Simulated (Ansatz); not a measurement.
Runs of Ansatz 0.2.0 on CsLiCr2Te2S3. Symmetry: R32, No. 155, trigonal system. The conventional cell has a = 6.639 Å, b = 6.639 Å, c = 20.639 Å, α = 90.00°, β = 90.00°, γ = 120.00°. Cs (site symmetry 32) is surrounded by 6 Te at 3.84 Å and 6 S at 4.04 Å and 2 Cr at 4.16 Å. Li (site symmetry 32) has 3 S at 2.41 Å as nearest neighbours. Around Cr (site symmetry 3) lie 3 S at 2.24 Å and 1 Te at 2.45 Å. Te (site symmetry 3) has 1 Cr at 2.45 Å as nearest neighbours. Around S (site symmetry 2) lie 2 Cr at 2.24 Å and 1 Li at 2.41 Å. The cell was built by a generator and needn't be a form met in nature.

| task | level | potentials or basis | spin | U | cell | k mesh | cutoff (eV) | hubbard projectors | double counting | points for each segment of the path | target pressure (GPa) | gap on the mesh (eV) | pressure (GPa) | moment (μB) | relaxed volume (Å³/atom) | largest force (eV/Å) |
| --- | --- | --- | --- | --- | --- | --- | --- | --- | --- | --- | --- | --- | --- | --- | --- | --- |
| relaxation of cell and atoms | LDA | Ansatz PAW | collinear, ferromagnetic start | - | relaxed | 4 × 4 × 4 | 420 | - | - | - | - | none | 0.0 | 3.99 | 24.93 | - |
| projected density of states | PBE+U | Ansatz PAW | collinear, ferromagnetic start | Cr d U = 8 eV | as given | 5 × 5 × 5 | 420 | ortho-atomic (the default) | fll (the default) | - | - | none | 6.3 | 4.66 | - | 2.41 |
| relaxation of cell and atoms | revPBE | Ansatz PAW | collinear, ferromagnetic start | - | relaxed | 4 × 4 × 4 | 420 | - | - | - | - | none | 0.0 | 4.00 | 32.91 | - |
| band structure | PBE | Ansatz PAW | non-collinear, ferromagnetic start, SOC | - | as given | 4 × 4 × 4 | 420 | - | - | 10 | - | none | 0.1 | 4.07 | - | 0.05 |
| relaxation of cell and atoms | PBE+D3(BJ)-ATM | Ansatz PAW | collinear, ferromagnetic start | - | relaxed | 4 × 4 × 4 | 420 | - | - | - | - | none | 0.0 | 4.00 | 26.39 | 0.01 |
| single point | PBE | JTH PAW | collinear, ferromagnetic start | - | as given | 5 × 5 × 5 | 1230 | - | - | - | - | none | 0.1 | 4.00 | - | 0.08 |
| relaxation of cell and atoms | PBE | Ansatz PAW | collinear, ferromagnetic start | - | relaxed to 20 GPa | 4 × 4 × 4 | 420 | - | - | - | 20 | none | 20.0 | 3.92 | - | - |
| projected density of states | PBE+U | Ansatz PAW | collinear, ferromagnetic start | Cr d U = 4 eV | as given | 5 × 5 × 5 | 420 | ortho-atomic (the default) | fll (the default) | - | - | none | (b) | 4.23 | - | 1.38 |
| band structure | revPBE | Ansatz PAW | collinear, ferromagnetic start | - | as given | 5 × 5 × 5 | 420 | - | - | 10 | - | none | 1.3 | 4.00 | - | 0.10 |
| projected density of states | PBE+U | Ansatz PAW | collinear, ferromagnetic start | Cr d U = 2 eV | as given | 5 × 5 × 5 | 420 | ortho-atomic (the default) | fll (the default) | - | - | none | 1.6 | 4.05 | - | 0.64 |
| relaxation of cell and atoms | PBE+D4 | Ansatz PAW | collinear, ferromagnetic start | - | relaxed | 4 × 4 × 4 | 420 | - | - | - | - | none | 0.0 | 4.00 | 26.47 | - |
| projected density of states | PBE+U | Ansatz PAW | collinear, ferromagnetic start | Cr d U = 6 eV | as given | 5 × 5 × 5 | 420 | ortho-atomic (the default) | fll (the default) | - | - | none | 5.0 | 4.46 | - | (a) |

Alike in all rows: smearing fermi-dirac 0.05 eV.

Problem. Estimate the missing entries.

Solution. (a) 1.98; (b) 3.4.

Caveats: the plane-wave basis is chosen anew once the cell has moved, so the energies of steps on either side of that aren't comparable (some runs); the magnetic or orbital state may not be the lowest (some runs); the PAW data sets come from PBE, with cores solved anew for the run's functional, which leaves a small shift of forces and pressure (some runs); forces of over 1 eV/Å show positions far from the minimum, so gaps and moduli don't describe the material at rest (some runs); pairwise dispersion overbinds metals, which lowers pressure and volume (some runs); the thresholds are loose for stress (some runs); the volume moved by over 15 % at a fixed basis, so the end points are rough (some runs).

A k mesh can miss the band edges, and rows without SOC leave out spin-orbit coupling on Cs, Te.

A gap of «none» marks a metal or a gap under the smearing width.

The runs don't all hold the same shells in valence.
